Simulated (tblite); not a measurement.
# C6H14SeSi: the cost of one run

Programs: tblite 0.8.0 and PySCF 2.14.0, with density-fitted response routines of our own. Each step states its level of theory. These are calculated values for one molecule in the gas phase, unless marked as measured. Atoms are numbered from 0 throughout.

### Step 1. The molecule as given

22 atoms, charge 0, multiplicity 1; geometry from: force field or distance geometry start.

Bonds of the start (Å): C0–Si1 1.85, Si1–C2 1.90, C2–C3 1.52, C3–C4 1.53, C4–C5 1.53, C5–Se6 1.97, Se6–C7 1.94, C5–C2 1.52, C0–H8 1.11, C0–H9 1.11, C0–H10 1.11, Si1–H11 1.48, Si1–H12 1.46, C2–H13 1.12, C3–H14 1.11, C3–H15 1.13, C4–H16 1.11, C4–H17 1.12, C5–H18 1.10, C7–H19 1.11, C7–H20 1.10, C7–H21 1.11.

### Step 2. Optimising the geometry with GFN2-xTB

The job: settings as JSON, then the geometry in Å.

```
{"job": {"kind": "relax", "xc": "GFN2-xTB", "basis": "xTB"}, "charge": 0, "multiplicity": 1}
C     -2.476100     1.859100     0.162200
Si    -0.692700     1.377100     0.272400
C     -0.480300    -0.422000    -0.289900
C     -1.122600    -1.414400     0.659700
C      0.224800    -2.108800     0.857300
C      0.864800    -1.117000    -0.116900
Se     2.330800    -0.103700     0.730600
C      2.965600     0.580700    -0.973100
H     -3.087200     1.195100     0.813200
H     -2.829100     1.762600    -0.883800
H     -2.606500     2.912000     0.492800
H     -0.249500     1.497400     1.680400
H      0.104700     2.264000    -0.562500
H     -0.872700    -0.549700    -1.330200
H     -1.868000    -2.070200     0.167300
H     -1.498300    -0.981400     1.631800
H      0.601300    -2.020900     1.896900
H      0.228000    -3.153000     0.457300
H      1.198900    -1.622000    -1.041100
H      3.335800    -0.261800    -1.594500
H      3.783900     1.299600    -0.797700
H      2.133800     1.096700    -1.506800
```

On the command line:

```console
$ OMP_NUM_THREADS=1 python probes_run.py task.json out
```

One launch serves the whole session: the jobs run in the order shown.

Q: Estimate the wall time and peak memory of this first job on 1 thread of Arm Neoverse N1, shared host.

About 1.6 s, with a peak of 0.18 GiB.
